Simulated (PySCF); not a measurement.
# C4H10ClGeN: the cost of one run

Programs: PySCF 2.14.0, with density-fitted response routines of our own. Each step states its level of theory. These are calculated values for one molecule in the gas phase, unless marked as measured. Atoms are numbered from 0 throughout.

### Step 1. Starting geometry

17 atoms, charge 0, multiplicity 1; geometry from: GFN2-xTB.

Bonds of the start (Å): C0–C1 1.33, C1–C2 1.50, C1–C3 1.49, C3–Ge4 2.02, Ge4–N5 1.82, Ge4–Cl6 2.11, C0–H7 1.08, C0–H8 1.08, C2–H9 1.09, C2–H10 1.09, C2–H11 1.09, C3–H12 1.09, C3–H13 1.09, Ge4–H14 1.52, N5–H15 1.01, N5–H16 1.01.

### Step 2. TDDFT and polarisability: wB97X-D/def2-SVPD

The job: settings as JSON, then the geometry in Å.

```
{"job": {"kind": "uv", "xc": "wB97X-D", "basis": "def2-SVPD", "nstates": 8, "ntriplets": 3}, "charge": 0, "multiplicity": 1}
C     -1.470254    -0.199682     1.687277
C     -1.111467    -0.019612     0.424158
C     -1.468241    -0.988021    -0.662013
C     -0.298787     1.153562    -0.008173
Ge     1.686203     0.790317     0.120613
N      2.350206    -0.691646    -0.701217
Cl     2.716942     2.380199    -0.804423
H     -2.044531    -1.054692     2.000753
H     -1.206495     0.508966     2.454731
H     -1.934151    -1.882111    -0.256310
H     -0.574176    -1.273270    -1.218462
H     -2.159935    -0.524385    -1.365786
H     -0.499290     2.017644     0.623405
H     -0.525910     1.427124    -1.039473
H      2.149616     0.650592     1.560090
H      2.019664    -1.587084    -0.374289
H      2.363609    -0.695870    -1.711280
```

With the program's defaults for keys left out, this is: TDDFT wB97X-D/def2-SVPD, vertical, gas phase, core orbitals frozen in the response.

Run with:

```console
> OMP_NUM_THREADS=1 python probes_run.py task.json out
```

The driver reads the jobs from task.json and runs them one after another.

**Question.** How long does this job take on 1 thread of Arm Neoverse V2, shared host, and how much memory does it need?

About 88 s, with a peak of 1.1 GiB.
